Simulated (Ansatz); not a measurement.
# HSe₂O− (SMILES [Se-]O[SeH]): functionals against CCSD(T) at one geometry

One table from this session's results is given with a row withheld; the runs are named, their logs left out.

Method: single points in def2-TZVPPD; program: Ansatz 0.2.0, Gaussian basis.

Correlated methods freeze the cores. Filled d shells of the heavier atoms are correlated.

## The system as given

SMILES `[Se-]O[SeH]`, 4 atoms, charge -1, spin multiplicity 1.

Atoms are counted from 1 here; the program's logs count them from 0.

Bond lengths: Se1–O2 1.867 Å, O2–Se3 1.601 Å, Se3–H4 1.529 Å. Angles: Se1–O2–Se3 126.6°, O2–Se3–H4 109.9°.

Coordinates:

```xyz
4
HOSe2
Se   -1.95270   -0.04850    0.80940
O    -0.09820    0.16470    0.81650
Se    0.93660   -0.44700   -0.24150
H     1.14910    0.53910   -1.39120
```

The first run:

run/in.yaml

```yaml
crystal:
  periodic: [false, false, false]
  atoms:
    - {symbol: Se, position_ang: [-1.952700, -0.048500, 0.809400]}
    - {symbol: O, position_ang: [-0.098200, 0.164700, 0.816500]}
    - {symbol: Se, position_ang: [0.936600, -0.447000, -0.241500]}
    - {symbol: H, position_ang: [1.149100, 0.539100, -1.391200]}
basis:
  gaussian: {orbitals: "def2-TZVPPD.json"}
total_charge: -1
correlation: {method: ccsd_t}
output: {forces: true}
```

The basis file named in the input lies beside it (Basis Set Exchange, JSON).

The command line of these runs was not kept.

Steps of the session up to this table: CCSD(T)/def2-TZVPPD; PBE0-D4/def2-TZVPPD; wB97M-V/def2-TZVPPD; r2SCAN-D4/def2-TZVPPD; PBE-D4/def2-TZVPPD; r2SCANh-D4/def2-TZVPPD; BHLYP-D4/def2-TZVPPD.

One table of the session follows, with a row left open; its other results are not shown here.

| method | RMS force component (eV/Å) | angle to CCSD(T) forces (°) |
| --- | --- | --- |
| CCSD(T) | 2.636 | reference |
| PBE0-D4 | ? | ? |
| wB97M-V | 2.560 | 1.1 |
| r2SCAN-D4 | 2.577 | 2.1 |
| PBE-D4 | 2.747 | 4.9 |
| r2SCANh-D4 | 2.507 | 1.0 |
| BHLYP-D4 | 2.394 | 3.4 |

Q: Estimate the row for PBE0-D4 from the others.

The run gave: RMS force component (eV/Å): 2.492; angle to CCSD(T) forces (°): 1.6. In the column «RMS force component (eV/Å)» it lies between BHLYP-D4 (2.394) and r2SCANh-D4 (2.507).
